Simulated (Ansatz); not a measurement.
# Te2MoW2S4 in Ansatz: further runs, part 2 of 2

Ansatz 0.2.0.

### 3 Band structure, LDA

input.yaml

```yaml
crystal:
  lattice:
    - [3.2974321046, 0.0, 0.0]
    - [-1.6487160523, 2.8556599698, 0.0]
    - [0.0, 0.0, 30.502066]
  atoms:
    - { symbol: W, position: [0.3333333333, 0.6666666667, 0.34702] }
    - { symbol: W, position: [0.0, 0.0, 0.578319] }
    - { symbol: Te, position: [0.3333333333, 0.6666666667, 0.178337] }
    - { symbol: Te, position: [0.3333333333, 0.6666666667, 0.052917] }
    - { symbol: Mo, position: [0.0, 0.0, 0.115614] }
    - { symbol: S, position: [0.0, 0.0, 0.296642] }
    - { symbol: S, position: [0.3333333333, 0.6666666667, 0.628696] }
    - { symbol: S, position: [0.3333333333, 0.6666666667, 0.52793] }
    - { symbol: S, position: [0.0, 0.0, 0.397367] }
kpoints:
  mp_grid: { grid: [9, 9, 1] }
  band_path:
    path:
      - [0.0, 0.0, 0.0]
      - [0.5, 0.0, 0.0]
      - [0.3333333333, 0.3333333333, 0.0]
      - [0.0, 0.0, 0.0]
      - [0.0, 0.0, 0.5]
      - [0.5, 0.0, 0.5]
      - [0.3333333333, 0.3333333333, 0.5]
      - [0.0, 0.0, 0.5]
    npoints: 6
scf:
  occupations: { method: fermi_dirac, width: 0.05 }
hamiltonian:
  xc: lda
  pseudopotentials: { kind: all_electron, lapw: { basis_error: 0.002 } }
output:
  forces: true
  stress: true
  eigenvalues: true
```

Potentials or basis: all-electron LAPW, scalar-relativistic.

Started as:

```console
$ ansatz run input.yaml --threads 8 --pin off --max-ram 24576MiB --backend cpu --events-out ev --progress --plain --runs-dir out
```

Output:

```text
Warning: RAYON_NUM_THREADS=8 ignored (pool sized by the plan → 8); use --threads N
[... 77 lines left out ...]
  k-point 1: bands = ["-367.6328", "-367.5693", "-367.5693", "-226.4483", "-226.4483", "-226.4419", "-226.4419", "-226.4231", "-226.3970", "-226.3970", "-226.3893", "-226.3893", "-226.3732", "-210.1773", "-210.1611", "-210.1611", "-210.1165", "-210.1165", "-198.0543", "-198.0230", "-197.9681", "-197.9626", "-151.4944", "-151.4837", "-143.7720", "-143.7720", "-143.7417", "-143.7417", "-143.7235", "-143.6901", "-143.6868", "-143.6868", "-143.6813", "-143.6813", "-143.6353", "-143.6287", "-101.7401", "-101.7400", "-101.7290", "-101.7289", "-101.6727", "-101.6623", "-67.6948", "-67.6425", "-53.2194", "-31.8955", "-31.8722", "-31.8513", "-31.8436", "-31.8181", "-31.7972", "-29.3927", "-29.3869", "-29.3801", "-29.3733", "-29.3200", "-29.3181", "-29.3110", "-29.3063", "-29.3033", "-29.2978", "-27.5576", "-27.2262", "-27.2023", "-22.0459", "-22.0455", "-22.0390", "-22.0283", "-22.0208", "-22.0205", "-22.0124", "-21.9938", "-21.9933", "-21.9861", "-21.9754", "-21.9701", "-21.9697", "-21.9622", "-7.8545", "-7.7797", "-6.3256", "-6.2339", "-6.1041", "-5.3937", "0.5218", "0.7025", "1.8530", "2.8708", "2.9365", "3.4882", "3.5538", "3.6531", "3.8626", "4.2406", "4.3064", "4.3235", "5.0163", "5.2553", "5.5302", "5.9737", "6.1438", "6.4406", "6.5487", "6.5760", "6.7187", "8.8097", "8.8712", "8.9095", "9.0423", "9.0522", "9.1214", "9.2834", "9.3479", "10.0630", "10.2157", "10.8313", "11.1382", "11.5627", "11.6557", "11.7851", "12.3612", "13.3439", "13.6867", "13.9517", "15.0173", "15.1191"]
  k-point 2: bands = ["-367.6328", "-367.5693", "-367.5693", "-226.4483", "-226.4483", "-226.4419", "-226.4419", "-226.4231", "-226.3970", "-226.3970", "-226.3893", "-226.3893", "-226.3732", "-210.1773", "-210.1611", "-210.1611", "-210.1165", "-210.1165", "-198.0543", "-198.0230", "-197.9681", "-197.9626", "-151.4944", "-151.4837", "-143.7720", "-143.7720", "-143.7417", "-143.7417", "-143.7235", "-143.6901", "-143.6868", "-143.6868", "-143.6813", "-143.6813", "-143.6353", "-143.6287", "-101.7403", "-101.7401", "-101.7292", "-101.7290", "-101.6727", "-101.6623", "-67.6919", "-67.6395", "-53.2127", "-31.9409", "-31.8867", "-31.8833", "-31.8676", "-31.8314", "-31.8134", "-29.3955", "-29.3835", "-29.3734", "-29.3600", "-29.3284", "-29.3207", "-29.3170", "-29.3049", "-29.3026", "-29.2903", "-27.5267", "-27.3021", "-27.2182", "-22.0461", "-22.0445", "-22.0369", "-22.0308", "-22.0220", "-22.0207", "-22.0114", "-21.9940", "-21.9923", "-21.9840", "-21.9779", "-21.9713", "-21.9699", "-21.9613", "-7.3795", "-7.3049", "-6.1601", "-6.0786", "-5.4868", "-4.9154", "1.0001", "1.1637", "2.0209", "2.0984", "2.4444", "2.9149", "3.0162", "3.7035", "3.7700", "3.9386", "3.9524", "4.0049", "4.4106", "4.9485", "5.1442", "5.8131", "5.8980", "5.9105", "6.0004", "6.0326", "6.6426", "8.5059", "8.6625", "8.7509", "8.8196", "8.8787", "9.0472", "9.1965", "9.5924", "9.9329", "9.9963", "10.0291", "11.1606", "12.1853", "12.6301", "12.9078", "13.3707", "13.7085", "14.2183", "14.3015", "14.7206", "14.9308"]
  k-point 11: bands = ["-367.6328", "-367.5693", "-367.5693", "-226.4483", "-226.4483", "-226.4419", "-226.4419", "-226.4231", "-226.3970", "-226.3970", "-226.3893", "-226.3893", "-226.3732", "-210.1773", "-210.1611", "-210.1611", "-210.1165", "-210.1165", "-198.0543", "-198.0230", "-197.9681", "-197.9626", "-151.4944", "-151.4837", "-143.7720", "-143.7720", "-143.7417", "-143.7417", "-143.7235", "-143.6901", "-143.6868", "-143.6868", "-143.6813", "-143.6813", "-143.6353", "-143.6287", "-101.7405", "-101.7405", "-101.7294", "-101.7294", "-101.6726", "-101.6622", "-67.6848", "-67.6324", "-53.1964", "-32.0181", "-31.9926", "-31.9637", "-31.9384", "-31.8539", "-31.8020", "-29.3950", "-29.3649", "-29.3575", "-29.3533", "-29.3413", "-29.3327", "-29.3172", "-29.3148", "-29.2924", "-29.2746", "-27.4542", "-27.3891", "-27.3484", "-22.0452", "-22.0435", "-22.0366", "-22.0319", "-22.0233", "-22.0231", "-22.0092", "-21.9930", "-21.9913", "-21.9837", "-21.9790", "-21.9725", "-21.9723", "-21.9591", "-5.9756", "-5.9028", "-5.6714", "-5.6009", "-3.0778", "-3.0113", "0.9133", "0.9841", "1.2186", "1.2916", "2.0488", "2.1091", "2.1587", "2.1607", "2.5429", "2.6260", "2.8344", "3.3091", "3.4014", "3.5080", "4.2850", "4.3116", "4.3572", "5.0002", "6.2540", "6.3219", "7.1079", "7.6632", "7.7215", "8.4312", "8.8389", "9.7025", "9.9114", "10.0095", "10.0339", "10.1245", "11.1774", "11.2864", "11.6876", "12.2466", "12.5014", "12.9700", "12.9878", "13.0055", "13.3363", "14.3249", "15.2698", "15.3689"]
```

bands.tsv:

```text
[... 57 lines left out ...]
```

Wall time 55 s (8 threads of Intel Xeon Platinum 8488C (Sapphire Rapids), shared host); peak memory 2.2 GiB.

What came out:

| Item | Value |
| --- | --- |
| Free energy | -1400749.4925 eV |
| Largest force | 0.683 eV/Å |
| Band gap on the k mesh | 0.18 eV, indirect (least direct gap 0.56 eV) |
| Band gap along the path | 0.15 eV, indirect (least direct gap 0.56 eV) |

Forces on the atoms (eV/Å):
```
W    0.000  0.000  0.000
W    0.000  0.000 -0.007
Te   0.000  0.000 -0.518
Te   0.000  0.000  0.631
Mo   0.000  0.000 -0.015
S    0.000  0.000  0.585
S    0.000  0.000 -0.683
S    0.000  0.000  0.632
S    0.000  0.000 -0.624
```

Stress tensor (GPa, compression positive):
```
-4.49  0.00  0.00
 0.00 -4.49  0.00
 0.00  0.00 -4.01
```

Levels at the corners of the path, in eV from the valence-band top:
```
point  band 103  band 104  band 105  band 106  band 107  band 108
    Γ     -0.71     -0.71     -0.66      1.44      1.44      1.50
    M     -1.90     -1.31      0.00      1.18      1.24      1.43
    K     -1.25     -1.19     -0.40      0.15      0.21      0.92
    Γ     -0.71     -0.71     -0.66      1.44      1.44      1.50
    A     -0.71     -0.71     -0.66      1.44      1.44      1.50
    L     -1.90     -1.31      0.00      1.18      1.24      1.43
    H     -1.25     -1.19     -0.40      0.15      0.21      0.92
    A     -0.71     -0.71     -0.66      1.44      1.44      1.50
```

Caveat: spin-orbit coupling is left out, which moves the levels of the heavy elements.
